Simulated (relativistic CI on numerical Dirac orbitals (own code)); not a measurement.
# Mo¹⁵⁺: one ion under different settings

Aim: see what numerical and physical settings do to the SCF, the total energy and the lowest levels of Mo¹⁵⁺.

The numbers are computed with relativistic CI on numerical Dirac orbitals (own code) version 3 (Dirac-Coulomb-Breit CI, KLI orbitals optimised for each configuration, model QED (radiative potential, 1s self-energy scaled to tabulated hydrogen-like ionisation energies), numerical settings as typed), except any that are marked as measured or tabulated.

## Step 1: Starting point

- ion: Mo¹⁵⁺ (Mo XVI)
- nuclear charge: 42
- electrons: 27
- isotope: A = 98

## Step 2: The usual input

Input settings:

```ini
atom Mo  Z=42  charge=15  electrons=27
nucleus A=98  rms_radius_fm=4.4091
hamiltonian dirac-coulomb  breit=on  qed=on  c_scale=1
orbitals kli  potential=per-configuration
slater_scale 1
correlation none
mixing on
grid step=0.0125 r_max=6.5
scf mixing=0.4 start=green max_iterations=150 tolerance=2e-08 node_fill=0.05
configurations
  [Ar] 3d9
  [Ne] 3s2 3p5 3d10
end
```

Command:

```bash
$ python run_levels.py task.json out
```

task.json lists these runs, among others, and the program works through them in turn.

## Step 3: QED terms off, speed-of-light factor 0.8, end of the grid 19.5

Input settings:

```ini
atom Mo  Z=42  charge=15  electrons=27
nucleus A=98  rms_radius_fm=4.4091
hamiltonian dirac-coulomb  breit=on  qed=off  c_scale=0.8
orbitals kli  potential=per-configuration
slater_scale 1
correlation none
mixing on
grid step=0.0125 r_max=19.5
scf mixing=0.4 start=green max_iterations=150 tolerance=2e-08 node_fill=0.05
configurations
  [Ar] 3d9
  [Ne] 3s2 3p5 3d10
end
```

## Step 4: Nuclear radius 5.7318, Slater scale 0.5

Input settings:

```ini
atom Mo  Z=42  charge=15  electrons=27
nucleus A=98  rms_radius_fm=5.7318
hamiltonian dirac-coulomb  breit=on  qed=on  c_scale=1
orbitals kli  potential=per-configuration
slater_scale 0.5
correlation none
mixing on
grid step=0.0125 r_max=6.5
scf mixing=0.4 start=green max_iterations=150 tolerance=2e-08 node_fill=0.05
configurations
  [Ar] 3d9
  [Ne] 3s2 3p5 3d10
end
```

## Step 5: End of the grid 4.55

Input settings:

```ini
atom Mo  Z=42  charge=15  electrons=27
nucleus A=98  rms_radius_fm=4.4091
hamiltonian dirac-coulomb  breit=on  qed=on  c_scale=1
orbitals kli  potential=per-configuration
slater_scale 1
correlation none
mixing on
grid step=0.0125 r_max=4.55
scf mixing=0.4 start=green max_iterations=150 tolerance=2e-08 node_fill=0.05
configurations
  [Ar] 3d9
  [Ne] 3s2 3p5 3d10
end
```

## Step 6: Grid step 0.04

Settings: those of step 5 with these lines changed.

```diff
@@ -7,3 +7,3 @@
 mixing on
-grid step=0.0125 r_max=4.55
+grid step=0.04 r_max=6.5
 scf mixing=0.4 start=green max_iterations=150 tolerance=2e-08 node_fill=0.05
```

## Step 7: Nuclear radius 4409.1

Input settings:

```ini
atom Mo  Z=42  charge=15  electrons=27
nucleus A=98  rms_radius_fm=4409.1000
hamiltonian dirac-coulomb  breit=on  qed=on  c_scale=1
orbitals kli  potential=per-configuration
slater_scale 1
correlation none
mixing on
grid step=0.0125 r_max=6.5
scf mixing=0.4 start=green max_iterations=98 tolerance=2e-08 node_fill=0.05
configurations
  [Ar] 3d9
  [Ne] 3s2 3p5 3d10
end
```

(Steps that only read results are left out.)

Before running it: what results should come out? Wanted: lowest level, usual settings; total energy; first excitation.

As calculated:

| setting | total energy less usual (Ha) | largest shift of a level among the lowest eight of both runs, same label and place (cm⁻¹) | SCF iterations | time | lowest level | kind of change |
| --- | --- | --- | --- | --- | --- | --- |
| usual | 0 | 0 | 22 | 0.16 s | 3d9 2D5/2 | - |
| QED terms off, speed-of-light factor 0.8, end of the grid 19.5 | -43.5 | 113000 | 22 | 0.1 s | 3d9 2D5/2 | unphysical constant |
| nuclear radius 5.7318, Slater scale 0.5 | 0.0364 | 161 | 22 | 0.16 s | 3d9 2D5/2 | unphysical constant |
| end of the grid 4.55 | 0 | 0 | 22 | 0.15 s | 3d9 2D5/2 | numerical |
| grid step 0.04 | 0.000377 | 0.205 | 20 | 0.066 s | 3d9 2D5/2 | numerical |
| nuclear radius 4409.1 | 1.49e+03 | 1.23e+06 | 22 | 0.13 s | 3d9 2D5/2 | unsound |

| quantity | value |
| --- | --- |
| lowest level, usual settings | 3d9 2D5/2 |
| total energy | -3955.8177 Ha |
| first excitation | 26886 cm⁻¹ |

Among the runs whose levels can be followed, they move most under «nuclear radius 4409.1» (unsound), by up to 1.23e+06 cm⁻¹. No visible change in the result comes from «end of the grid 4.55». Only the listed configurations are in the model.
